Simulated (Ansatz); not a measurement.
# C2H2ClGe radical: how energies converge with the basis set

The task here is to estimate one member of a computed series from the others.

Program: Ansatz 0.2.0, Gaussian basis. Level of theory: one geometry, several basis sets. These are calculated values, not measurements.

The runs, in order: PBE0-D4/def2-SVP; ωB97M-V/def2-SVP; PBE0-D4/def2-QZVPP; ωB97M-V/def2-QZVPP; the functionals' def2-TZVPP values are taken from earlier runs.

## The relaxed structure

The geometry comes from an earlier relaxation with PBE0-D4 in a triple-zeta def2 set; it is a stationary point.

SMILES `[C]#[C][GeH2][Cl]`, 6 atoms, charge 0, spin multiplicity 2.

Atoms are counted from 1 here; the program's logs count them from 0.

Bond lengths: C1–C2 1.211 Å, C2–Ge3 1.897 Å, Ge3–Cl4 2.146 Å, Ge3–H5 1.529 Å, Ge3–H6 1.529 Å. Angles: C1–C2–Ge3 178.1°, C2–Ge3–Cl4 107.6°, C2–Ge3–H5 109.7°, C2–Ge3–H6 109.7°, Cl4–Ge3–H5 107.8°, Cl4–Ge3–H6 107.8°, H5–Ge3–H6 114.0°.

Set-up of the first run:

in.yaml reads:

```yaml
crystal:
  periodic: [false, false, false]
  atoms:
    - {symbol: C, position_ang: [0.704602, -2.230657, 1.052315]}
    - {symbol: C, position_ang: [0.403414, -1.165889, 0.560656]}
    - {symbol: Ge, position_ang: [-0.012462, 0.525018, -0.190877]}
    - {symbol: Cl, position_ang: [-1.955038, 0.374722, -1.089535]}
    - {symbol: H, position_ang: [0.990382, 0.857407, -1.295569]}
    - {symbol: H, position_ang: [-0.088798, 1.575499, 0.916910]}
basis:
  gaussian: {orbitals: def2-SVP}
magnetization: {spin_polarized: true, initial_magnetization: 1}
hamiltonian: {xc: pbe0, dispersion: d4}
output: {orbitals: {seedname: orbitals}}
```

Launch:

```bash
$ ansatz run in.yaml --threads 4 --pin off --events-out ev --progress --plain --max-ram 10444MiB
```

Steps of the session up to this table: PBE0-D4 in def2-SVP; ωB97M-V in def2-SVP; PBE0-D4 in def2-QZVPP; ωB97M-V in def2-QZVPP.

One of the session's tables, all rows but one given; the rest of the session is left out.

It belongs to the step «Density functionals: the series». 

| functional | basis | HOMO (eV) | LUMO (eV) |
| --- | --- | --- | --- |
| PBE0-D4 | def2-SVP | -8.51 | -4.81 |
| PBE0-D4 | def2-TZVPP | -8.58 | -4.96 |
| PBE0-D4 | def2-QZVPP | -8.59 | -4.98 |
| ωB97M-V | def2-SVP | -10.69 | -2.88 |
| ωB97M-V | def2-TZVPP | -10.81 | -3.15 |
| ωB97M-V | def2-QZVPP | ? | ? |

Estimate the missing values for ωB97M-V, def2-QZVPP.

**Answer.** HOMO (eV): -10.82; LUMO (eV): -3.19. In the column «HOMO (eV)» it is the lowest.
